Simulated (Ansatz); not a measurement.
# Al4VN2: the cost of one run

Method: DFT PBE, scalar-relativistic, plane waves, PAW, unless a step names another level, in Ansatz 0.2.0.

8 further runs of the same task are left out: 5 that didn't finish, 3 set aside as unsound or not needed. Runs told in other sessions of the task aren't counted.

### 1 Starting point

It takes space group P-3m1 (No. 164, trigonal). Conventional cell: a = 3.000 Å, b = 3.000 Å, c = 12.078 Å, α = 90.00°, β = 90.00°, γ = 120.00°. Al (site symmetry 3m) has 3 N at 1.88 Å in its first shell of neighbours. Around Al (site symmetry 3m) lie 1 N at 1.89 Å. V (site symmetry -3m) has 6 Al at 2.66 Å and 6 V at 3.00 Å in its first shell of neighbours. N (site symmetry 3m) has 4 Al at 1.88 to 1.89 Å in its first shell of neighbours.

As a file:

```
CELL_PARAMETERS angstrom
2.99997 0.00000 0.00000
-1.49998 2.59805 0.00000
0.00000 0.00000 12.07765
ATOMIC_POSITIONS crystal
Al 0.66667 0.33333 0.38422
Al 0.33333 0.66667 0.16691
Al 0.33333 0.66667 0.61578
Al 0.66667 0.33333 0.83309
V 0.00000 0.00000 0.00000
N 0.33333 0.66667 0.32313
N 0.66667 0.33333 0.67687
```

It came out lowest among 26 distinct ends of the trial cells. At a tolerance of 0.05 Å it has space group P-3m1 (No. 164).

### 2 A stricter relaxation, on the response runs' mesh and smearing

Input file input.yaml:

```yaml
crystal:
  lattice:
    - [2.9999686467, 0.0, 0.0]
    - [-1.4999843234, 2.5980490586, 0.0]
    - [0.0, 0.0, 12.0776536386]
  atoms:
    - { symbol: Al, position: [0.6666666667, 0.3333333333, 0.3842218887] }
    - { symbol: Al, position: [0.3333333333, 0.6666666667, 0.1669054312] }
    - { symbol: Al, position: [0.3333333333, 0.6666666667, 0.6157781113] }
    - { symbol: Al, position: [0.6666666667, 0.3333333333, 0.8330945688] }
    - { symbol: V, position: [0.0, 0.0, 0.0] }
    - { symbol: "N", position: [0.3333333333, 0.6666666667, 0.32312757] }
    - { symbol: "N", position: [0.6666666667, 0.3333333333, 0.67687243] }
basis:
  ecutwfc: 420
kpoints:
  mp_grid: { grid: [12, 12, 4] }
hamiltonian:
  xc: pbe
scf:
  occupations: { method: gaussian, width: 0.1 }
output:
  forces: true
  stress: true
  eigenvalues: true
relax:
  adjacent_minimum: "off"
  f_tol: 0.001
  max_steps: 60
  cell: { stress_tol: 0.01 }
```

Launch:

```console
ansatz run input.yaml --threads 3 --pin off --max-ram 7680MiB --backend cpu --events-out ev --progress --plain --runs-dir out
```

What time and memory should one allow on 3 threads of Intel Xeon Platinum 8259CL at 2.50GHz (Skylake/Cascade Lake), shared host?

About 29 s, with a peak of 0.55 GiB.
